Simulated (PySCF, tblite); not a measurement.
# C7H10F3P: geometry, infrared bands and NMR shifts

Wanted: the infrared bands and NMR shifts of C7H10F3P (`FC(F)(F)CCP1CC=CC1`), by calculation.

The runs use tblite 0.8.0 and PySCF 2.14.0, with density-fitted response routines of our own; the level of theory stands in each step. All values are computed, except where a source is named. Atoms count from 0, in the outputs and in this text.

## Step 1: The starting structure

21 atoms, charge 0, multiplicity 1; geometry from: force field or distance geometry start.

Bonds of the start (Å): F0–C1 1.36, C1–F2 1.33, C1–F3 1.35, C1–C4 1.51, C4–C5 1.52, C5–P6 1.86, P6–C7 1.83, C7–C8 1.48, C8–C9 1.34, C9–C10 1.48, C10–P6 1.83, C4–H11 1.10, C4–H12 1.09, C5–H13 1.09, C5–H14 1.11, C7–H15 1.09, C7–H16 1.09, C8–H17 1.08, C9–H18 1.09, C10–H19 1.09, C10–H20 1.10.

## Step 2: Relaxing the molecule with GFN2-xTB

Job settings and geometry (Å):

```
{"job": {"kind": "relax", "xc": "GFN2-xTB", "basis": "xTB"}, "charge": 0, "multiplicity": 1}
F     -3.349600    -0.246900     1.533900
C     -3.025000     0.619300     0.540200
F     -4.135300     0.911700    -0.133100
F     -2.576800     1.760500     1.116200
C     -1.979200     0.019200    -0.361300
C     -0.713900    -0.323100     0.401200
P      0.580900    -1.085600    -0.697000
C      1.296500     0.399900    -1.487700
C      2.302100     0.760000    -0.464600
C      2.581700    -0.107000     0.511500
C      1.891300    -1.420200     0.534600
H     -1.767000     0.733000    -1.169300
H     -2.395900    -0.875500    -0.834600
H     -0.946300    -1.048900     1.186500
H     -0.315700     0.578300     0.902800
H      0.558300     1.194200    -1.636900
H      1.782400     0.165500    -2.437500
H      2.796900     1.717900    -0.532000
H      3.330400     0.122500     1.269000
H      2.577800    -2.213000     0.224600
H      1.497300    -1.644900     1.533000
```

Started as:

```bash
$ OMP_NUM_THREADS=1 python probes_run.py task.json out
```

The driver reads the jobs from task.json and runs them one after another.

**Question.** This job is followed by: GFN2-xTB harmonic vibrations, gas phase; GIAO PBE0/pcSseg-1 NMR shielding, non-relativistic, gas phase. What will the session give for the following? strongest single infrared mode (GFN2-xTB); zero-point energy (GFN2-xTB); 13C shifts against TMS (PBE0/pcSseg-1, means over atoms taken as alike); 1H shifts against TMS (PBE0/pcSseg-1, means over atoms taken as alike); 19F shifts against CFCl3 (PBE0/pcSseg-1, means over atoms taken as alike); 31P shifts against H3PO4 (PBE0/pcSseg-1).

**Answer**, as computed:

| quantity | value |
| --- | --- |
| strongest single infrared mode (GFN2-xTB) | 1054 cm⁻¹, 272 km/mol |
| zero-point energy (GFN2-xTB) | 97.7 kcal/mol |
| 13C shifts against TMS (PBE0/pcSseg-1, means over atoms taken as alike) | 137.0, 136.2, 38.1, 36.0, 25.6 ppm |
| 1H shifts against TMS (PBE0/pcSseg-1, means over atoms taken as alike) | 6.11, 2.52, 2.01, 1.50 ppm |
| 19F shifts against CFCl3 (PBE0/pcSseg-1, means over atoms taken as alike) | -86.7 ppm |
| 31P shifts against H3PO4 (PBE0/pcSseg-1) | -37.9 ppm |

In words: The optimisation took 58 steps and gained 0.350 eV; among the close pairs (by a distance rule), P6–C7 changed most, from 1.829 to 1.870 Å. No mode is imaginary among the 57: a minimum at this level. The strongest single mode, at 1054 cm⁻¹, moves mainly C1. GFN2-xTB is a fitted tight-binding method: band positions and strengths are rough. Its intensities can rank the bands wrongly. The most deshielded carbon is C8, C9 (mean) (alkene CH), at 137.0 ppm: as expected for a trigonal carbon in a double bond. H17, H18 (mean) (hydrogen on an alkene CH) lies farthest downfield among hydrogen, at 6.11 ppm; attached to an sp2 carbon and in the plane of the double bond. At PBE0/pcSseg-1: Shielding is most anisotropic at C8, C9 (span 201 ppm, paramagnetic term -205 ppm).
